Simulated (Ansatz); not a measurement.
# C3H10O2Si: the cost of one run

Program: Ansatz 0.2.0. Level of theory: RKS PBE/def2-SVP. These are calculated values, not measurements.

## 1. The structure to begin with

Bond lengths (14 of 15 bonds, heavy atoms first): C1–C2 1.528 Å, C2–O3 1.408 Å, O3–C4 1.406 Å, C4–O5 1.448 Å, O5–Si6 1.673 Å, C1–H7 1.075 Å, C1–H8 1.144 Å, C1–H9 1.022 Å, C2–H10 1.114 Å, C2–H11 1.108 Å, C4–H12 1.046 Å, C4–H13 1.154 Å, Si6–H14 1.457 Å, Si6–H15 1.486 Å. Angles (14 of 26 angles, heavy atoms first): C1–C2–O3 110.8°, C2–O3–C4 119.2°, O3–C4–O5 108.6°, C4–O5–Si6 118.0°, C1–C2–H10 107.6°, C1–C2–H11 114.4°, O3–C2–H10 107.3°, O3–C2–H11 110.7°, C2–C1–H7 109.5°, C2–C1–H8 107.2°, C2–C1–H9 111.2°, O3–C4–H12 111.1°, O3–C4–H13 109.3°, O5–C4–H12 111.0°.

Structure file:

```xyz
16

C    -0.1154   -2.4682   -0.2901
C     0.0575   -1.5122    0.8889
O     1.1057   -0.6040    0.6457
C     0.8554    0.5372   -0.1359
O    -0.1352    1.3502    0.5381
Si   -0.5853    2.7935   -0.1778
H    -0.8775   -3.1900   -0.0586
H    -0.4842   -1.8475   -1.1778
H     0.7750   -2.8943   -0.5539
H     0.3459   -2.1212    1.7756
H    -0.8666   -0.9758    1.1815
H     1.7337    1.0800   -0.3033
H     0.3293    0.2216   -1.1129
H     0.5938    3.6221   -0.3900
H    -1.2070    2.4485   -1.4822
H    -1.5480    3.5374    0.6968
```

## 2. End point A

input.yaml reads:

```yaml
crystal:
  periodic: [false, false, false]
  atoms:
    - { symbol: C, position_ang: [-0.1154, -2.4682, -0.2901] }
    - { symbol: C, position_ang: [0.0575, -1.5122, 0.8889] }
    - { symbol: O, position_ang: [1.1057, -0.604, 0.6457] }
    - { symbol: C, position_ang: [0.8554, 0.5372, -0.1359] }
    - { symbol: O, position_ang: [-0.1352, 1.3502, 0.5381] }
    - { symbol: Si, position_ang: [-0.5853, 2.7935, -0.1778] }
    - { symbol: H, position_ang: [-0.8775, -3.19, -0.0586] }
    - { symbol: H, position_ang: [-0.4842, -1.8475, -1.1778] }
    - { symbol: H, position_ang: [0.775, -2.8943, -0.5539] }
    - { symbol: H, position_ang: [0.3459, -2.1212, 1.7756] }
    - { symbol: H, position_ang: [-0.8666, -0.9758, 1.1815] }
    - { symbol: H, position_ang: [1.7337, 1.08, -0.3033] }
    - { symbol: H, position_ang: [0.3293, 0.2216, -1.1129] }
    - { symbol: H, position_ang: [0.5938, 3.6221, -0.39] }
    - { symbol: H, position_ang: [-1.207, 2.4485, -1.4822] }
    - { symbol: H, position_ang: [-1.548, 3.5374, 0.6968] }
basis:
  gaussian: { orbitals: def2-SVP }
hamiltonian:
  xc: pbe
relax:
  f_tol: 0.015
  max_steps: 40
```

Run with:

```sh
ansatz run input.yaml --threads 2 --pin off --max-ram 3072MiB --backend cpu --events-out ev --progress --plain --runs-dir out
```

Q: Estimate wall time and peak memory on 2 threads of Arm Neoverse V1, shared host.

About 39 s, with a peak of 0.18 GiB.
